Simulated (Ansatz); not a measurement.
# SiGeC (triplet): the correlation ladder, cc-pVTZ

One table from this session's results is given with a row withheld; the runs are named, their logs left out.

Computed with Ansatz 0.2.0, Gaussian basis. Level: cc-pVTZ, core rule «outside noble gas», up to 20 orbitals frozen.

Plan: UHF; CCSD(T) on ROHF; CCSD(T) on UHF; BCCD(T) on ROHF; CCSDT(Q) on ROHF; CCSDT(Q) on UHF; CASSCF and NEVPT2, 12 electrons in 12 orbitals.

3 further runs of the same task are left out: 3 set aside as unsound or not needed.

## What is computed

The geometry is a PBE0/def2-TZVP stationary point (not a proven minimum) of the parent state, kept for this charge and spin. No spin-orbit coupling is included. The filled d shell of Ge may be among the frozen orbitals whatever the setting's name suggests; the logs give the count.

3 atoms, charge 0, spin multiplicity 3.

Atoms are counted from 1 here; the program's logs count them from 0.

Bond lengths: C1–Si2 1.691 Å, C1–Ge3 1.773 Å. Angles: Si2–C1–Ge3 121.6°.

Set-up of the first run:

Contents of in.yaml:

```yaml
crystal:
  periodic: [false, false, false]
  atoms:
    - {symbol: C, position_ang: [0.000000, -0.733271, 0.663841]}
    - {symbol: Si, position_ang: [0.000000, 0.158705, 2.100901]}
    - {symbol: Ge, position_ang: [0.000000, 0.059881, -0.922055]}
basis:
  gaussian: {orbitals: cc-pVTZ}
magnetization: {spin_polarized: true, initial_magnetization: 2}
hamiltonian: {xc: hf}
output: {orbitals: {seedname: orbitals}}
```

The run is started by

```console
$ ansatz run in.yaml --threads 1 --pin off --events-out ev --progress --plain --max-ram 4096MiB --backend cpu
```

Steps of the session up to this table: UHF; CCSD(T) on ROHF; CCSD(T) on UHF; BCCD(T) on ROHF; CCSDT(Q) on ROHF; CCSDT(Q) on UHF; CASSCF and NEVPT2, 12 electrons in 12 orbitals.

One of the session's tables, all rows but one given; the rest of the session is left out.

```
        method  from RCCSDT(Q) (kcal/mol)
          RMP2                     +31.55
          UMP2                     +39.59
         RCCSD                     +22.13
         UCCSD                     +21.05
      RCCSD(T)                      +2.90
      UCCSD(T)                      +3.26
       BCCD(T)                      +2.99
        RCCSDT                      +2.67
        UCCSDT                      +2.28
     RCCSDT(Q)                          0
     UCCSDT(Q)                      -0.18
CASSCF valence                    +143.91
NEVPT2 valence                          ?
```

Estimate the missing values for NEVPT2 valence.

The run gave: from RCCSDT(Q) (kcal/mol): +30.57. In the column «from RCCSDT(Q) (kcal/mol)» it lies between RCCSD (+22.13) and RMP2 (+31.55).

Left out of the table: ROHF, UHF (another determinant or state than the rows shown).

Caveats from the session: Warnings: coupled cluster took another determinant than the lowest; large T1 diagnostic. Restricted and unrestricted rows rest on different reference determinants; where their highest levels disagree by more than a few hundredths of an eV, they describe different states and don't form one ladder.
